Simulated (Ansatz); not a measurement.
**C2H2ClSi with multiplicity 2: molecular dynamics**

Purpose: to follow the molecule's vibrations and see whether its bonds hold. The start is relaxed first. Runs: 40 steps of 2 fs under a Langevin thermostat at 500 K. SMILES of the start: C=[Si]=[C]Cl.

Method: UKS PBE-D4/STO-3G, in Ansatz 0.2.0.

## (1) The structure to begin with

Bond lengths: C1–Si2 1.761 Å, Si2–C3 1.770 Å, C3–Cl4 1.733 Å, C1–H5 1.079 Å, C1–H6 1.080 Å. Angles: C1–Si2–C3 173.4°, Si2–C1–H5 122.1°, Si2–C1–H6 121.9°, H5–C1–H6 115.4°, Si2–C3–Cl4 121.1°.

Coordinates:

```xyz
6

C    -0.4536    1.3818   -0.1378
Si    0.2352   -0.2167    0.1302
C     1.0516   -1.7343    0.5351
Cl    0.5858   -3.2272   -0.2124
H     0.0391    2.2818    0.1950
H    -1.4582    1.5147   -0.5102
```

## (2) Relaxing the start

Contents of input.yaml:

```yaml
crystal:
  periodic: [false, false, false]
  atoms:
    - { symbol: C, position_ang: [-0.45362, 1.38176, -0.13778] }
    - { symbol: Si, position_ang: [0.23524, -0.21674, 0.13021] }
    - { symbol: C, position_ang: [1.05162, -1.73426, 0.53511] }
    - { symbol: Cl, position_ang: [0.58578, -3.22724, -0.21236] }
    - { symbol: H, position_ang: [0.03914, 2.28177, 0.19504] }
    - { symbol: H, position_ang: [-1.45816, 1.51471, -0.51022] }
magnetization:
  spin_polarized: true
  initial_magnetization: 1
basis:
  gaussian: { orbitals: STO-3G }
hamiltonian:
  xc: pbe
  dispersion: d4
relax:
  f_tol: 0.02
  max_steps: 40
```

Run with:

```bash
$ ansatz run input.yaml --threads 1 --pin off --max-ram 2048MiB --backend cpu --events-out ev --progress --plain --runs-dir out
```

The program printed (excerpt; [...] marks lines left out):

```text
Warning: RAYON_NUM_THREADS=1 ignored (pool sized by the plan → 1); use --threads N
[...]
Functional definition: PBE
[...]
394 factors; integrals over basis functions are off by at most 1.1e-5 eV
[...]
mean field -22233.96800456 eV, -817.0832534427 hartree, gradient 1.3e-5 eV, S^2 0.811775; 3 other end points of the search recorded, 0 dependent functions left out
[...]
reference -22233.96802477 eV, -817.0832541854 hartree; 23, 22 occupied and 7, 8 virtual orbitals, 394 factors
relax step   1: F+E_penalty+E_count = -22234.10927233 eV  Δ(F+E_penalty+E_count) = +0.000e0 eV  max|allowed force component| = 3.813e0 eV/Å  Δτ_max = 0.0000 Å  (63 SCF iters, accepted)
[...]
relax step   4: F+E_penalty+E_count = -22235.12316120 eV  Δ(F+E_penalty+E_count) = -1.749e-1 eV  max|allowed force component| = 7.574e-1 eV/Å  Δτ_max = 0.1966 Å  (42 SCF iters, accepted)
[...]
relax step   7: F+E_penalty+E_count = -22235.30174736 eV  Δ(F+E_penalty+E_count) = -5.488e-2 eV  max|allowed force component| = 5.027e-1 eV/Å  Δτ_max = 0.0929 Å  (37 SCF iters, accepted)
[...]
relax step  10: F+E_penalty+E_count = -22235.34062050 eV  Δ(F+E_penalty+E_count) = -1.374e-3 eV  max|allowed force component| = 1.289e-1 eV/Å  Δτ_max = 0.0264 Å  (35 SCF iters, accepted)
[...]
relax step  12: F+E_penalty+E_count = -22235.34027210 eV  Δ(F+E_penalty+E_count) = +3.484e-4 eV  max|allowed force component| = 1.248e-1 eV/Å  Δτ_max = 0.0188 Å  (35 SCF iters, rejected (line search))
[...]
relax step  13: F+E_penalty+E_count = -22235.34122826 eV  Δ(F+E_penalty+E_count) = -6.078e-4 eV  max|allowed force component| = 1.426e-2 eV/Å  Δτ_max = 0.0092 Å  (35 SCF iters, accepted)
394 factors; integrals over basis functions are off by at most 2.1e-5 eV
[...]
mean field -22235.19684711 eV, -817.1284125737 hartree, gradient 2.0e-5 eV, S^2 0.817056; 4 other end points of the search recorded, 0 dependent functions left out
[...]
reference -22235.19686707 eV, -817.1284133069 hartree; 23, 22 occupied and 7, 8 virtual orbitals, 394 factors
Total energy: -22235.34124821 eV, -817.1337192162 hartree
Atom 0 at    -0.492539     1.273913    -0.020202 Å, force    -0.005884     0.014257    -0.008853 eV/Å
Atom 1 at    -0.592807    -0.458294    -0.338337 Å, force     0.003424     0.004850     0.003495 eV/Å
Atom 2 at     0.675860    -1.436868     0.254449 Å, force     0.004803    -0.011244     0.000530 eV/Å
Atom 3 at     1.274237    -3.103235     0.166772 Å, force    -0.001958     0.004440     0.000032 eV/Å
Atom 4 at     0.461136     1.776868     0.203526 Å, force    -0.005755    -0.007889     0.000516 eV/Å
Atom 5 at    -1.325887     1.947616    -0.266207 Å, force     0.005371    -0.004413     0.004280 eV/Å
Dipole moment:    -0.258811     0.215475    -0.149785 e Å
```

Wall time 28 s (1 thread of Arm Neoverse V1, shared host); peak memory 0.13 GiB.

Relaxation path:

| step | energy from step 1 (eV) | largest force component (eV/Å) |
| --- | --- | --- |
| 1 | 0.0000 | 3.8134 |
| 2 | -0.5468 | 1.3292 |
| 3 | -0.8390 | 0.4915 |
| 4 | -1.0139 | 0.7574 |
| 5 | -1.1376 | 0.7636 |
| 6x | -1.1269 | 1.1508 |
| 7 | -1.1925 | 0.5027 |
| 8 | -1.2201 | 0.3752 |
| 9 | -1.2300 | 0.1917 |
| 10 | -1.2313 | 0.1289 |
| 11x | -1.2296 | 0.0920 |
| 12x | -1.2310 | 0.1248 |
| 13 | -1.2320 | 0.0143 |

Step 1 is the start. 3 steps were tried and not accepted (6, 11, 12; marked x where the table lists them).

After: Bond lengths: C1–Si2 1.764 Å, Si2–C3 1.708 Å, C3–Cl4 1.773 Å, C1–H5 1.101 Å, C1–H6 1.099 Å. Angles: C1–Si2–C3 117.2°, Si2–C1–H5 122.3°, Si2–C1–H6 121.2°, H5–C1–H6 115.0°, Si2–C3–Cl4 140.5°.

## (3) The run

40 steps of 2 fs under a Langevin thermostat at 500 K, from the relaxed start.

Contents of input.yaml:

```yaml
crystal:
  periodic: [false, false, false]
  atoms:
    - { symbol: C, position_ang: [-0.492539, 1.273913, -0.020202] }
    - { symbol: Si, position_ang: [-0.592807, -0.458294, -0.338337] }
    - { symbol: C, position_ang: [0.67586, -1.436868, 0.254449] }
    - { symbol: Cl, position_ang: [1.274237, -3.103235, 0.166772] }
    - { symbol: H, position_ang: [0.461136, 1.776868, 0.203526] }
    - { symbol: H, position_ang: [-1.325887, 1.947616, -0.266207] }
magnetization:
  spin_polarized: true
  initial_magnetization: 1
basis:
  gaussian: { orbitals: STO-3G }
hamiltonian:
  xc: pbe
  dispersion: d4
md:
  timestep: 2.0
  n_steps: 40
  ensemble: nvt_langevin
  temperature: 500.0
  initial_velocities: maxwell_boltzmann
  seed: 146233
  friction: 0.005
```

Run with:

```bash
$ ansatz run input.yaml --threads 1 --pin off --max-ram 2048MiB --backend cpu --events-out ev --progress --plain --runs-dir out
```

The program printed (excerpt; [...] marks lines left out):

```text
Warning: RAYON_NUM_THREADS=1 ignored (pool sized by the plan → 1); use --threads N
[...]
Functional definition: PBE
[...]
395 factors; integrals over basis functions are off by at most 1.3e-5 eV
[...]
mean field -22235.19683999 eV, -817.1284123117 hartree, gradient 3.2e-5 eV, S^2 0.817060; 3 other end points of the search recorded, 0 dependent functions left out
[...]
reference -22235.19686010 eV, -817.1284130511 hartree; 23, 22 occupied and 7, 8 virtual orbitals, 395 factors
md step     0: t =     0.00 fs  T =   416.7 K  F+E_penalty+E_count = -22235.34122113 eV  E_kin = 0.323150 eV  (62 SCF iters)
[...]
md step    10: t =    20.00 fs  T =   189.6 K  F+E_penalty+E_count = -22235.15318172 eV  E_kin = 0.147046 eV  (39 SCF iters, 5 dispersion substeps)
[...]
md step    20: t =    40.00 fs  T =   342.1 K  F+E_penalty+E_count = -22235.22927238 eV  E_kin = 0.265312 eV  (34 SCF iters, 5 dispersion substeps)
[...]
md step    39: t =    78.00 fs  T =   217.8 K  F+E_penalty+E_count = -22235.21711214 eV  E_kin = 0.168930 eV  (38 SCF iters, 5 dispersion substeps)
[...]
md step    40: t =    80.00 fs  T =   208.1 K  F+E_penalty+E_count = -22235.19518049 eV  E_kin = 0.161359 eV  (82 SCF iters, 5 dispersion substeps)
Total energy: -22235.19520045 eV, -817.1283520601 hartree
Atom 0 at    -0.572398     1.293752     0.147349 Å, force     0.391116    -1.169666     0.131963 eV/Å
Atom 1 at    -0.764546    -0.480490    -0.163284 Å, force    -0.140332     1.689053     0.200947 eV/Å
Atom 2 at     0.555136    -1.388421     0.409118 Å, force     0.391308    -1.568333    -0.429716 eV/Å
Atom 3 at     1.037477    -3.123144     0.150657 Å, force    -0.028232     0.783907     0.396882 eV/Å
Atom 4 at     0.078191     1.665791     0.957248 Å, force    -0.097810    -0.103467     0.028523 eV/Å
Atom 5 at    -1.147798     2.064990    -0.350140 Å, force    -0.516050     0.368505    -0.328598 eV/Å
Dipole moment:    -0.330419     0.287226    -0.088573 e Å
```

It took 73 s on 1 thread of Arm Neoverse V1, shared host; peak memory 0.096 GiB.

## (4) What the atoms did

One step in 3; energies are changes from step 0:

| time (fs) | T (K) | potential energy change (meV/atom) |
| --- | --- | --- |
| 0.0 | 417 | 0.0 |
| 6.0 | 294 | 19.9 |
| 12.0 | 145 | 41.3 |
| 18.0 | 185 | 32.5 |
| 24.0 | 212 | 27.4 |
| 30.0 | 186 | 35.9 |
| 36.0 | 326 | 19.5 |
| 42.0 | 370 | 14.9 |
| 48.0 | 310 | 23.2 |
| 54.0 | 309 | 27.9 |
| 60.0 | 248 | 18.2 |
| 66.0 | 218 | 19.8 |
| 72.0 | 197 | 16.4 |
| 78.0 | 218 | 20.7 |
| 80.0 | 208 | 24.3 |

time (fs), T (K) and a bar:
```
      0.0        417 ##############################
      4.0        292 ###############
      6.0        294 ###############
     10.0        215 #####
     14.0        172 
     18.0        185 ##
     20.0        190 ##
     24.0        212 #####
     28.0        205 ####
     32.0        239 ########
     34.0        252 ##########
     38.0        308 #################
     42.0        370 ########################
     46.0        325 ###################
     48.0        310 #################
     52.0        343 #####################
     56.0        319 ##################
     60.0        248 #########
     62.0        235 ########
     66.0        218 ######
     70.0        240 ########
     74.0        257 ##########
     76.0        239 ########
     80.0        208 ####
```

## (5) Snapshots as a file

Positions (Å) and forces (eV/Å):

```xyz
6
time_fs=10.0 T=215 dE=0.1968
C    -0.482    1.321   -0.016   -0.928   -0.732   -0.130
Si   -0.609   -0.432   -0.335    1.490   -0.130    0.701
C     0.686   -1.451    0.350   -0.603    0.475   -0.557
Cl    1.287   -3.139    0.136   -0.276    0.423    0.029
H     0.362    2.036    0.078   -0.096   -0.513   -0.096
H    -1.474    1.784   -0.201    0.413    0.477    0.054
6
time_fs=20.0 T=190 dE=0.1880
C    -0.536    1.309   -0.025   -0.349    1.351   -0.052
Si   -0.607   -0.407   -0.317    0.725   -1.152    0.395
C     0.659   -1.435    0.402    0.080   -0.463   -0.656
Cl    1.286   -3.163    0.112   -0.719    1.397    0.180
H     0.377    1.969   -0.059   -0.569   -0.689    0.137
H    -1.491    1.900   -0.147    0.832   -0.445   -0.003
6
time_fs=30.0 T=186 dE=0.2153
C    -0.604    1.321   -0.043   -0.153    1.063   -0.224
Si   -0.593   -0.405   -0.280   -0.273   -1.222    0.016
C     0.618   -1.449    0.402    0.387   -0.504   -0.349
Cl    1.256   -3.155    0.112   -0.657    1.252    0.159
H     0.423    1.765   -0.061   -0.778    0.402    0.169
H    -1.503    2.004   -0.257    1.475   -0.991    0.231
6
time_fs=40.0 T=342 dE=0.1119
C    -0.602    1.319   -0.047    0.078    1.100   -0.213
Si   -0.593   -0.434   -0.235   -0.141   -0.313   -0.129
C     0.592   -1.514    0.381   -0.419    1.485    0.049
Cl    1.203   -3.124    0.106    0.187   -0.815   -0.120
H     0.349    1.880    0.135   -0.415   -0.360    0.024
H    -1.425    2.011   -0.412    0.710   -1.097    0.390
6
time_fs=50.0 T=341 dE=0.1644
C    -0.581    1.316   -0.027   -0.940    0.304   -0.255
Si   -0.604   -0.469   -0.181   -1.205    1.846   -0.510
C     0.562   -1.482    0.375    0.965   -0.424    0.449
Cl    1.146   -3.099    0.105    0.395   -0.820    0.083
H     0.198    1.936    0.477   -0.345   -0.445   -0.277
H    -1.483    1.874   -0.431    1.130   -0.461    0.509
6
time_fs=60.0 T=248 dE=0.1092
C    -0.569    1.275    0.000   -1.056    1.082   -0.155
Si   -0.665   -0.453   -0.155   -0.372   -0.195   -0.204
C     0.580   -1.459    0.394   -0.019    0.486    0.005
Cl    1.095   -3.093    0.114    0.492   -1.086    0.052
H     0.036    1.779    0.762    0.213    0.069    0.086
H    -1.422    1.894   -0.388    0.742   -0.355    0.215
6
time_fs=70.0 T=240 dE=0.0852
C    -0.576    1.274    0.065   -0.109    0.331    0.127
Si   -0.722   -0.443   -0.163    0.411   -0.597    0.088
C     0.596   -1.434    0.413   -0.716    0.727   -0.408
Cl    1.062   -3.103    0.127    0.325   -0.718    0.112
H     0.009    1.666    0.905    0.112    0.197    0.113
H    -1.278    1.988   -0.384   -0.023    0.060   -0.032
6
time_fs=80.0 T=208 dE=0.1460
C    -0.572    1.294    0.147    0.391   -1.170    0.132
Si   -0.764   -0.480   -0.163   -0.140    1.689    0.201
C     0.555   -1.388    0.409    0.391   -1.568   -0.430
Cl    1.038   -3.123    0.151   -0.028    0.784    0.397
H     0.078    1.666    0.957   -0.098   -0.103    0.029
H    -1.148    2.065   -0.350   -0.516    0.368   -0.329
```

## (6) Outcome

```
                        quantity                          value
         relaxation of the start        9 moves, 1.232 eV lower
                          length               40 steps of 2 fs
temperature, first and last step                  417 and 208 K
        temperature, second half  mean 273 K, from 197 to 370 K
   potential energy, second half    +20 meV/atom from the start
          bonds formed or broken                              0
```

What this shows: Against a set 500 K the second half averages 273 K, going from 342 to 208 K over that half; 20 meV/atom has gone into potential energy, and a thermostat that acts over some 200 fs has not made it up in 80 fs. A step of 2 fs is long for atoms as light as 1 u, and this run prints no conserved energy by which to check it. No bond forms or breaks. 80 fs on 6 atoms is far too short and small for converged averages. The nuclei move classically, without zero-point motion, which matters most for hydrogen. The basis is very small, so the numbers are rough.
